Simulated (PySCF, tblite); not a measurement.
# C₈H₁₂OSi: geometry, infrared bands and NMR shifts

What infrared bands and NMR shifts should C₈H₁₂OSi (`CC#CC(=O)/C=C/[SiH](C)C`) show?

Computed with tblite 0.8.0 and PySCF 2.14.0, with density-fitted response routines of our own, on a single molecule in the gas phase. Atoms are numbered from 0 throughout.

## (1) Starting geometry

22 atoms, charge 0, multiplicity 1; geometry from: force field or distance geometry start.

Bonds of the start (Å): C0–C1 1.48, C1–C2 1.18, C2–C3 1.46, C3–O4 1.21, C3–C5 1.50, C5–C6 1.34, C6–Si7 1.84, Si7–C8 1.85, Si7–C9 1.87, C0–H10 1.09, C0–H11 1.09, C0–H12 1.10, C5–H13 1.09, C6–H14 1.08, Si7–H15 1.49, C8–H16 1.10, C8–H17 1.10, C8–H18 1.10, C9–H19 1.09, C9–H20 1.10, C9–H21 1.09.

## (2) Geometry optimisation with GFN2-xTB

What the job is given:

```
{"job": {"kind": "relax", "xc": "GFN2-xTB", "basis": "xTB"}, "charge": 0, "multiplicity": 1}
C      5.391600     0.244900     0.448300
C      4.034600     0.364200    -0.127500
C      2.948700     0.452500    -0.589600
C      1.613400     0.580400    -1.175200
O      1.490200     1.055600    -2.277600
C      0.444500     0.095400    -0.370400
C     -0.800000     0.182700    -0.852600
Si    -2.311600    -0.367700     0.040600
C     -3.459900     1.055900     0.335200
C     -3.178300    -1.728100    -0.900400
H      6.012600    -0.394800    -0.174100
H      5.855400     1.227300     0.520200
H      5.341400    -0.182100     1.464200
H      0.680400    -0.316000     0.607700
H     -0.988900     0.607200    -1.832600
H     -1.895100    -0.912000     1.364500
H     -3.800300     1.500700    -0.607200
H     -4.352300     0.734200     0.890900
H     -2.971000     1.848200     0.919100
H     -4.051600    -2.078900    -0.357000
H     -3.504700    -1.370600    -1.884300
H     -2.509300    -2.579600    -1.054100
```

Command:

```bash
$ OMP_NUM_THREADS=1 python probes_run.py task.json out
```

The driver reads the jobs from task.json and runs them one after another.

**Question.** This job is followed by: GFN2-xTB harmonic vibrations, gas phase; GIAO PBE0/pcSseg-1 NMR shielding, non-relativistic, gas phase. What will the session give for the following? strongest single infrared mode (GFN2-xTB); zero-point energy (GFN2-xTB); 13C shifts against TMS (PBE0/pcSseg-1, means over atoms taken as alike); 1H shifts against TMS (PBE0/pcSseg-1, means over atoms taken as alike); 17O shifts against H2O (PBE0/pcSseg-1); 29Si shifts against TMS (PBE0/pcSseg-1).

**Answer**, as computed:

| quantity | value |
| --- | --- |
| strongest single infrared mode (GFN2-xTB) | 2347 cm⁻¹, 356 km/mol |
| zero-point energy (GFN2-xTB) | 105.8 kcal/mol |
| 13C shifts against TMS (PBE0/pcSseg-1, means over atoms taken as alike) | 177.0, 155.3, 150.3, 98.5, 89.3, 5.3, -2.5 ppm |
| 1H shifts against TMS (PBE0/pcSseg-1, means over atoms taken as alike) | 7.77, 6.93, 4.60, 2.22, 0.22 ppm |
| 17O shifts against H2O (PBE0/pcSseg-1) | 638.2 ppm |
| 29Si shifts against TMS (PBE0/pcSseg-1) | -18.9 ppm |

What this shows: The optimisation took 40 steps and gained 0.215 eV; among the close pairs (by a distance rule), Si7–C8 changed most, from 1.853 to 1.902 Å. The lowest mode is imaginary (36i cm⁻¹), so the xTB geometry is not a minimum. The strongest single mode, at 2347 cm⁻¹, moves mainly C1 and C2. GFN2-xTB is a fitted tight-binding method: band positions and strengths are rough. Its intensities can rank the bands wrongly. H14 (hydrogen on a β carbon of a C=C–C=O unit) lies farthest downfield among hydrogen, at 7.77 ppm; attached to an sp2 carbon and in the plane of the double bond. At PBE0/pcSseg-1: The widest tensor belongs to O4: span 1275 ppm, with a paramagnetic part of -703 ppm.
